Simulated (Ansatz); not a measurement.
# C2H5BClFO: how energies converge with the basis set

The task here is to estimate one member of a computed series from the others.

The runs use Ansatz 0.2.0, Gaussian basis; one geometry, several basis sets.

The runs, in order: PBE0-D4/def2-SVP; ωB97M-V/def2-SVP; PBE0-D4/def2-QZVPP; ωB97M-V/def2-QZVPP; the functionals' def2-TZVPP values are taken from earlier runs.

## The geometry

An earlier PBE0-D4 in a triple-zeta def2 set relaxation fixed the geometry.

SMILES `CC(Cl)OBF`, 11 atoms, charge 0, spin multiplicity 1.

Atoms are counted from 1 here; the program's logs count them from 0.

Bond lengths: C1–C2 1.501 Å, C1–H7 1.090 Å, C1–H8 1.092 Å, C1–H9 1.089 Å, C2–Cl3 1.798 Å, C2–O4 1.400 Å, C2–H10 1.090 Å, O4–B5 1.351 Å, B5–F6 1.326 Å, B5–H11 1.191 Å. Angles: C2–C1–H7 110.0°, C2–C1–H8 109.2°, C2–C1–H9 110.3°, H7–C1–H8 108.9°, H7–C1–H9 109.2°, H8–C1–H9 109.1°, C1–C2–Cl3 110.2°, C1–C2–O4 109.3°, C1–C2–H10 112.5°, Cl3–C2–O4 109.2°, Cl3–C2–H10 104.7°, O4–C2–H10 110.8°, C2–O4–B5 122.3°, O4–B5–F6 120.7°, O4–B5–H11 119.2°, F6–B5–H11 120.1°.

The first run:

Input file in.yaml:

```yaml
crystal:
  periodic: [false, false, false]
  atoms:
    - {symbol: C, position_ang: [0.277585, -0.790627, 1.394738]}
    - {symbol: C, position_ang: [0.302944, 0.239824, 0.303086]}
    - {symbol: Cl, position_ang: [1.983597, 0.820249, 0.037777]}
    - {symbol: O, position_ang: [-0.180971, -0.327547, -0.881588]}
    - {symbol: B, position_ang: [-0.766326, 0.412306, -1.848746]}
    - {symbol: F, position_ang: [-0.941329, 1.717497, -1.690680]}
    - {symbol: H, position_ang: [0.879978, -1.653016, 1.108327]}
    - {symbol: H, position_ang: [-0.752605, -1.115928, 1.556744]}
    - {symbol: H, position_ang: [0.669173, -0.370728, 2.320657]}
    - {symbol: H, position_ang: [-0.261102, 1.136307, 0.561502]}
    - {symbol: H, position_ang: [-1.145547, -0.125338, -2.841317]}
basis:
  gaussian: {orbitals: def2-SVP}
hamiltonian: {xc: pbe0, dispersion: d4}
output: {orbitals: {seedname: orbitals}}
```

Command:

```sh
$ ansatz run in.yaml --threads 4 --pin off --events-out ev --progress --plain --max-ram 10444MiB
```

Steps of the session up to this table: PBE0-D4 in def2-SVP; ωB97M-V in def2-SVP; PBE0-D4 in def2-QZVPP; ωB97M-V in def2-QZVPP.

One of the session's tables, all rows but one given; the rest of the session is left out.

It belongs to the step «Functionals by basis». 

```
functional       basis  HOMO (eV)  LUMO (eV)
   PBE0-D4    def2-SVP      -8.51       0.07
   PBE0-D4  def2-TZVPP      -8.66      -0.17
   PBE0-D4  def2-QZVPP      -8.69      -0.26
   ωB97M-V    def2-SVP          ?          ?
   ωB97M-V  def2-TZVPP     -11.00       1.77
   ωB97M-V  def2-QZVPP     -11.04       1.46
```

**Question.** Estimate the row for ωB97M-V, def2-SVP.

The run gave: HOMO (eV): -10.81; LUMO (eV): 2.23. In the column «HOMO (eV)» it lies between ωB97M-V, def2-TZVPP (-11.00) and PBE0-D4, def2-QZVPP (-8.69).
